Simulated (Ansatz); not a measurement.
# Cl2GaHSe: the cost of one run

Computed with Ansatz 0.2.0, Gaussian basis. Level: the settings change from run to run.

## (1) The molecule

The structure was relaxed beforehand with PBE0-D4 in a triple-zeta def2 set.

SMILES `[Cl][Ga]([Cl])[SeH]`, 5 atoms, charge 0, spin multiplicity 1.

Atoms are counted from 1 here; the program's logs count them from 0.

Bond lengths: Cl1–Ga2 2.125 Å, Ga2–Cl3 2.127 Å, Ga2–Se4 2.299 Å, Se4–H5 1.470 Å. Angles: Cl1–Ga2–Cl3 117.8°, Cl1–Ga2–Se4 120.0°, Cl3–Ga2–Se4 122.1°, Ga2–Se4–H5 90.8°.

## (2) wPBEh/def2-SVPD

Set apart from the defaults: multiplicity 3, coordinates scaled by 1.25, finite nuclei, relativity set to none, high accuracy.

The input, in.yaml:

```yaml
crystal:
  periodic: [false, false, false]
  atoms:
    - {symbol: Cl, position_ang: [1.956454, -1.020369, 2.443829]}
    - {symbol: Ga, position_ang: [0.338488, -0.480644, 0.407632]}
    - {symbol: Cl, position_ang: [-0.741599, -2.531006, -0.896305]}
    - {symbol: Se, position_ang: [-0.194267, 2.246570, -0.322757]}
    - {symbol: H, position_ang: [-1.296826, 1.693323, -1.684150]}
basis:
  gaussian: {orbitals: def2-SVPD, nuclear_model: gaussian}
magnetization: {spin_polarized: true, initial_magnetization: 2}
hamiltonian: {xc: {name: wPBEh}, pseudopotentials: {relativity: none}}
accuracy: high
```

Command:

```bash
$ ansatz run in.yaml --threads 4 --pin off --events-out ev --progress --plain --max-ram 10444MiB
```

What time and memory should one allow on 4 threads of Arm Neoverse V2, shared host?

About 32 s, with a peak of 1.3 GiB.
